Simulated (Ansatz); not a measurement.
# TiGa3: structure and electronic properties

The task, for TiGa3: find the equilibrium cell, compute bands, density of states and charges and compare with the cell as listed.

Method: DFT r2SCAN, scalar-relativistic, plane waves, PAW, in Ansatz 0.2.0.

**1. The starting structure**

It takes space group I4/mmm (No. 139, tetragonal). Conventional cell: a = 3.795 Å, b = 3.795 Å, c = 8.748 Å, α = 90.00°, β = 90.00°, γ = 90.00°. Ti (site symmetry 4/mmm) is surrounded by 12 Ga at 2.68 to 2.90 Å. Ga (site symmetry 4/mmm) is surrounded by 4 Ti at 2.68 Å and 8 Ga at 2.90 Å. Ga (site symmetry -4m2) is surrounded by 8 Ga at 2.68 to 2.90 Å and 4 Ti at 2.90 Å.

Structure file:

```cif
data_structure
_symmetry_space_group_name_H-M 'I4/mmm'
_symmetry_Int_Tables_number 139
_cell_length_a 3.7950
_cell_length_b 3.7950
_cell_length_c 8.7480
_cell_angle_alpha 90.000
_cell_angle_beta 90.000
_cell_angle_gamma 90.000
_cell_volume 125.99
loop_
_atom_site_label
_atom_site_type_symbol
_atom_site_symmetry_multiplicity
_atom_site_Wyckoff_symbol
_atom_site_fract_x
_atom_site_fract_y
_atom_site_fract_z
_atom_site_occupancy
Ti1 Ti 2 a 0.00000 0.00000 0.00000 1
Ga1 Ga 2 b 0.50000 0.50000 0.00000 1
Ga2 Ga 4 d 0.00000 0.50000 0.25000 1
```

Source of the structure: the Crystallography Open Database.

(A quick probe on a coarse mesh, which set the mesh and smearing, is not shown.)

**3. Full relaxation**

input.yaml reads:

```yaml
crystal:
  lattice:
    - [-1.8975, 1.8975, 4.374]
    - [1.8975, -1.8975, 4.374]
    - [1.8975, 1.8975, -4.374]
  atoms:
    - { symbol: Ti, position: [0.0, 0.0, 0.0] }
    - { symbol: Ga, position: [0.5, 0.5, 0.0] }
    - { symbol: Ga, position: [0.75, 0.25, 0.5] }
    - { symbol: Ga, position: [0.25, 0.75, 0.5] }
basis:
  ecutwfc: 500
kpoints:
  mp_grid: { grid: [16, 16, 16] }
hamiltonian:
  xc: r2scan
scf:
  occupations: { method: gaussian, width: 0.1 }
output:
  forces: true
  stress: true
  eigenvalues: true
  write_density: true
  write_potential: true
  elf: true
  volumetric_format: npy
relax:
  adjacent_minimum: "off"
  f_tol: 0.005
  max_steps: 80
  cell: { stress_tol: 0.05 }
```

Command:

```sh
$ ansatz run input.yaml --threads 1 --pin off --max-ram 2560MiB --backend cpu --events-out ev --progress --plain --runs-dir out
```

The session goes on with these runs: electronic structure at the relaxed geometry; the cell as listed, for comparison.

**Question.** What will these runs give? Wanted: relaxed cell; volume; formation energy; gap; states at the Fermi level; Bader charges; listed cell.

**Answer**, as computed:

| quantity | value |
| --- | --- |
| relaxed cell (conventional) | a = 3.761 Å, b = 3.761 Å, c = 8.733 Å, α = 90.00°, β = 90.00°, γ = 90.00° |
| space group (0.01 Å) | I4/mmm (No. 139) |
| volume | 15.44 Å³/atom |
| formation energy (elements from runs with the same settings, not shown) | -0.40 eV/atom |
| gap | none (metal) |
| states at the Fermi level | 1.30 per eV per cell |
| Bader charges | Ti +1.19, Ga -0.47 to -0.36 e |
| listed cell | 2.5 meV/atom above the relaxed cell, -2.2 GPa, gap none (metal) |

**Reading.** Relaxation lowered the volume by 1.9 %. The start is a reported cell, which holds thermal expansion that this zero-temperature run lacks. Bands cross the Fermi level: a metal at this level of theory. Of the projected weight within 0.25 eV of the Fermi level, the largest part is Ti 3d (69 %) and Ga 4p (27 %). Bader charges reach 1.2 e, so charge transfer in this metal is strong. Held at the listed cell, the crystal is under -2.2 GPa and lies 2.5 meV/atom higher.
